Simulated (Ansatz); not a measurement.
# Ga7Sb7 zinc blende off disc (Ga₇Sb₇): the relaxed shape and its frontier levels

What does Ga7Sb7 zinc blende off disc (Ga₇Sb₇) look like as a singlet, and where do its frontier electrons sit?

The runs use Ansatz 0.2.0, Gaussian basis; RKS PBE0-D4/def2-TZVP.

Levels to be run: relaxation at PBE-D4/def2-SVP; a single point at PBE0-D4/def2-TZVP.

3 further runs of the same task are left out: 1 for a known fault of the program, 2 set aside as unsound or not needed.

### 1 Where the work starts

14 atoms, charge 0, spin multiplicity 1.

Atoms are counted from 1 here; the program's logs count them from 0.

Bond lengths: Ga1–Sb8 2.626 Å, Ga1–Sb9 2.587 Å, Ga2–Sb10 2.630 Å, Ga2–Sb11 2.647 Å, Ga3–Sb8 2.640 Å, Ga3–Sb10 2.647 Å, Ga3–Sb14 2.622 Å, Ga4–Sb11 2.675 Å, Ga4–Sb14 2.643 Å, Ga5–Sb12 2.615 Å, Ga5–Sb13 2.651 Å, Ga5–Sb14 2.642 Å, Ga6–Sb9 2.688 Å, Ga6–Sb12 2.640 Å, Ga7–Sb11 2.621 Å, Ga7–Sb13 2.626 Å. Angles: Sb8–Ga1–Sb9 109.9°, Sb10–Ga2–Sb11 110.4°, Sb8–Ga3–Sb10 109.7°, Sb8–Ga3–Sb14 109.6°, Sb10–Ga3–Sb14 109.0°, Sb11–Ga4–Sb14 109.1°, Sb12–Ga5–Sb13 109.9°, Sb12–Ga5–Sb14 110.5°, Sb13–Ga5–Sb14 108.6°, Sb9–Ga6–Sb12 109.6°, Sb11–Ga7–Sb13 110.2°, Ga1–Sb8–Ga3 109.7°, Ga1–Sb9–Ga6 109.5°, Ga2–Sb10–Ga3 109.2°, Ga2–Sb11–Ga4 108.0°, Ga2–Sb11–Ga7 109.7°, Ga4–Sb11–Ga7 108.9°, Ga5–Sb12–Ga6 109.9° and more.

Sb takes a core potential in the def2 sets. No spin-orbit coupling is included.

The start is a built from a lattice or polyhedron geometry.

### 2 Optimising with PBE-D4/def2-SVP

Contents of in.yaml:

```yaml
crystal:
  periodic: [false, false, false]
  atoms:
    - {symbol: Ga, position_ang: [-4.678700, 1.646300, -0.104000]}
    - {symbol: Ga, position_ang: [1.396500, -4.452500, -0.102200]}
    - {symbol: Ga, position_ang: [-1.642000, -1.407400, -0.103500]}
    - {symbol: Ga, position_ang: [1.420500, -1.415600, 2.949300]}
    - {symbol: Ga, position_ang: [1.405000, 1.631500, -0.116200]}
    - {symbol: Ga, position_ang: [-1.624900, 4.684500, -0.113300]}
    - {symbol: Ga, position_ang: [4.454300, -1.419900, -0.108800]}
    - {symbol: Sb, position_ang: [-3.163100, 0.128300, -1.618800]}
    - {symbol: Sb, position_ang: [-3.199600, 3.130600, 1.413400]}
    - {symbol: Sb, position_ang: [-0.115300, -2.937900, -1.630700]}
    - {symbol: Sb, position_ang: [2.972800, -2.957800, 1.410400]}
    - {symbol: Sb, position_ang: [-0.078300, 3.168600, -1.624000]}
    - {symbol: Sb, position_ang: [2.933400, 0.084200, -1.631400]}
    - {symbol: Sb, position_ang: [-0.107300, 0.090500, 1.405800]}
basis:
  gaussian: {orbitals: def2-SVP, fitting: {mean_field: def2-universal-jkfit}}
hamiltonian: {xc: pbe, dispersion: d4}
scf: {lower_state_search: "off"}
output: {orbitals: {seedname: orbitals}}
relax: {f_tol: 0.03, max_steps: 70}
```

Started as:

```console
ansatz run in.yaml --threads 2 --pin off --events-out ev --progress --plain --max-ram 32768MiB --backend cuda --devices 0, --max-vram 18GiB
```

Further steps of the session: Single point, PBE0-D4/def2-TZVP.

**Question.** What will the summary of the whole plan be? Wanted: point group; commonest bond; HOMO, LUMO at PBE0-D4/def2-TZVP; dipole at PBE-D4/def2-SVP.

As calculated:

| quantity | value |
| --- | --- |
| point group | C1 |
| commonest bond | Ga–Sb, 17 of mean length 2.693 Å |
| HOMO, LUMO at PBE0-D4/def2-TZVP | -5.37, -3.36 eV |
| dipole at PBE-D4/def2-SVP | 1.46 D |

What this shows: The relaxation broke 0 and made 3 bonds, so the end is another structure than the start. No usable vibrations, so a minimum isn't proven. Whether this spin is the lowest isn't tested here. The point group is read from a loosely relaxed geometry; soft torsions can leave it below the true symmetry.
